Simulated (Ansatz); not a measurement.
# CdPd: one contact scaled

The task here is to estimate one member of a computed series from the others.

Method: DFT PBEsol, with the methods named in each step, in Ansatz 0.2.0.

1 further run of the same task is left out (it didn't finish). Runs told in other sessions of the task aren't counted.

## Starting point

Symmetry: P4/mmm, No. 123, tetragonal system. The conventional cell has a = 3.028 Å, b = 3.028 Å, c = 3.631 Å, α = 90.00°, β = 90.00°, γ = 90.00°. Cd (site symmetry 4/mmm) is surrounded by 8 Pd at 2.81 Å and 4 Cd at 3.03 Å. Pd (site symmetry 4/mmm) has 8 Cd at 2.81 Å and 4 Pd at 3.03 Å in its first shell of neighbours.

As a file:

```xyz
2
Lattice="3.0276 0.0000 0.0000 0.0000 3.0276 0.0000 0.0000 0.0000 3.6310" Properties=species:S:1:pos:R:3 pbc="T T T"
Cd    0.0000    0.0000    0.0000
Pd    1.5138    1.5138    1.8155
```

Atoms are numbered in the order of the input: Cd1, Pd2.

Set-up of the first run:

Input file input.yaml:

```yaml
crystal:
  lattice:
    - [3.0276, 0.0, 0.0]
    - [0.0, 3.0276, 0.0]
    - [0.0, 0.0, 3.631]
  atoms:
    - { symbol: Cd, position: [0.0, 0.0, 0.0] }
    - { symbol: Pd, position: [0.5, 0.5, 0.5] }
kpoints:
  mp_grid: { grid: [10, 10, 8] }
scf:
  occupations: { method: fermi_dirac, width: 0.05 }
hamiltonian:
  xc: pbesol
  pseudopotentials: { kind: all_electron, lapw: { basis_error: 0.001 } }
output:
  forces: true
  stress: true
  eigenvalues: true
  populations: true
```

Started as:

```sh
$ ansatz run input.yaml --threads 1 --pin off --max-ram 2048MiB --backend cpu --events-out ev --progress --plain --runs-dir out
```

Among the steps run: The bond as given, LAPW; Shortest bond scaled by 1, crystal datasets; Shortest bond scaled by 0.88, LAPW; Shortest bond scaled by 0.7, LAPW; Shortest bond scaled by 0.64, LAPW; Shortest bond scaled by 0.64, crystal datasets.

One table of the session follows, with a row left open; its other results are not shown here.

| method | length (Å) | F from the given length (eV/cell) | force along the bond (eV/Å) | pressure (GPa) | largest force (eV/Å) |
| --- | --- | --- | --- | --- | --- |
| LAPW | 1.796 | 9.271 | 38.434 | 116.04 | 38.453 |
| LAPW | 1.965 | 4.565 | 19.567 | 64.19 | 19.595 |
| LAPW | 2.470 | 0.354 | 2.412 | 5.56 | 2.443 |
| LAPW | 2.807 | 0.000 | 0.000 | -1.35 | 0.000 |
| PAW | 1.628 | ? | ? | ? | ? |
| PAW | 1.796 | 9.271 | 38.332 | 115.72 | 38.351 |
| PAW | 1.965 | 4.564 | 19.604 | 64.29 | 19.632 |
| PAW | 2.470 | 0.353 | 2.408 | 5.56 | 2.439 |
| PAW | 2.807 | 0.000 | 0.000 | -1.32 | 0.000 |
| crystal datasets | 1.796 | – | 38.436 | 116.05 | 38.456 |
| crystal datasets | 2.807 | – | 0.000 | -1.35 | 0.000 |

Estimate the missing values for PAW, 1.628.

As computed: F from the given length (eV/cell): 18.467; force along the bond (eV/Å): 75.220; pressure (GPa): 204.21; largest force (eV/Å): 75.233.

Caveats from the session: Rows by PAW come from runs of the same series that aren't printed here. Warnings in the runs' records: crystal datasets made, gradients without spin orbit, printed levels off, band levels unverified.
